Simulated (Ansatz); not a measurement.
# ClCuH3N: ionisation energy by level of theory

The task here is to estimate one member of a computed series from the others.

Computed with Ansatz 0.2.0, Gaussian basis. Level: unrestricted cation, the program's frozen cores in correlated methods.

The runs, in order: UKS PBE-D4/def2-TZVPP; UKS r2SCAN-D4/def2-TZVPP; UKS PBE0-D4/def2-TZVPP; UKS B3LYP-D4/def2-TZVPP; UKS wB97X-V/def2-TZVPP; UKS wB97M-V/def2-TZVPP; UKS B2PLYP (frozen core with 3s3p of Cu, Zn)/def2-TZVPP; UHF-CCSD(T) with 3s3p of Cu, Zn/def2-TZVPP; UHF-MP2 with 3s3p of Cu, Zn/def2-QZVPP; extrapolation to the limit; then −ε(HOMO) from the neutral's earlier runs with LDA (SPW92), PBE-D4, revPBE-D4, BLYP-D4, r2SCAN-D4, B97M-V, PBE0-D4, B3LYP-D4, r2SCANh-D4, r2SCAN0-D4, HSE06-D4, BHLYP-D4, CAM-B3LYP-D4, LC-ωPBE, ωB97X-V, ωB97M-V.

### Structure used throughout

An earlier PBE0-D4 in a triple-zeta def2 set relaxation fixed the geometry.

SMILES `[NH3+][Cu-][Cl]`, 6 atoms, charge 0, spin multiplicity 1.

Atoms are counted from 1 here; the program's logs count them from 0.

Bond lengths: N1–Cu2 1.938 Å, N1–H4 1.015 Å, N1–H5 1.015 Å, N1–H6 1.015 Å, Cu2–Cl3 2.081 Å. Angles: Cu2–N1–H4 111.4°, Cu2–N1–H5 111.5°, Cu2–N1–H6 111.5°, H4–N1–H5 107.4°, H4–N1–H6 107.4°, H5–N1–H6 107.4°, N1–Cu2–Cl3 180.0°.

The first run:

Input file in.yaml:

```yaml
crystal:
  periodic: [false, false, false]
  atoms:
    - {symbol: N, position_ang: [-0.765597, -0.020188, 0.226605]}
    - {symbol: Cu, position_ang: [1.089339, 0.003573, -0.335861]}
    - {symbol: Cl, position_ang: [3.080324, 0.027489, -0.939660]}
    - {symbol: H, position_ang: [-1.161377, -0.952509, 0.159009]}
    - {symbol: H, position_ang: [-1.335360, 0.594284, -0.346305]}
    - {symbol: H, position_ang: [-0.865329, 0.283353, 1.190112]}
basis:
  gaussian: {orbitals: def2-TZVPP}
total_charge: 1
magnetization: {spin_polarized: true, initial_magnetization: 1}
hamiltonian: {xc: pbe, dispersion: d4}
```

Launch:

```bash
ansatz run in.yaml --threads 4 --pin off --events-out ev --progress --plain --max-ram 10444MiB
```

Among the steps run: Cation, UKS PBE-D4/def2-TZVPP; Cation, UKS r2SCAN-D4/def2-TZVPP; Cation, UKS PBE0-D4/def2-TZVPP; Cation, UKS B3LYP-D4/def2-TZVPP; Cation, UKS wB97X-V/def2-TZVPP; Cation, UKS wB97M-V/def2-TZVPP; Cation, UKS B2PLYP (frozen core with 3s3p of Cu, Zn)/def2-TZVPP; Cation, UHF-CCSD(T) with 3s3p of Cu, Zn/def2-TZVPP; Cation, UHF-MP2 with 3s3p of Cu, Zn/def2-QZVPP.

One of the session's tables, all rows but one given; the rest of the session is left out.

Orbital estimates, from the neutral's runs:

| functional | −ε(HOMO) (eV) |
| --- | --- |
| LDA (SPW92) | 5.29 |
| PBE-D4 | 5.06 |
| revPBE-D4 | 4.98 |
| BLYP-D4 | 4.97 |
| r2SCAN-D4 | 5.24 |
| B97M-V | 5.39 |
| PBE0-D4 | 6.58 |
| B3LYP-D4 | 6.33 |
| r2SCANh-D4 | 5.87 |
| r2SCAN0-D4 | 6.75 |
| HSE06-D4 | 6.17 |
| BHLYP-D4 | 7.87 |
| CAM-B3LYP-D4 | 7.98 |
| LC-ωPBE | ? |
| ωB97X-V | 8.99 |
| ωB97M-V | 8.92 |

Estimate the missing values for LC-ωPBE.

**Answer.** −ε(HOMO) (eV): 9.28. In the column «−ε(HOMO) (eV)» it is the highest.
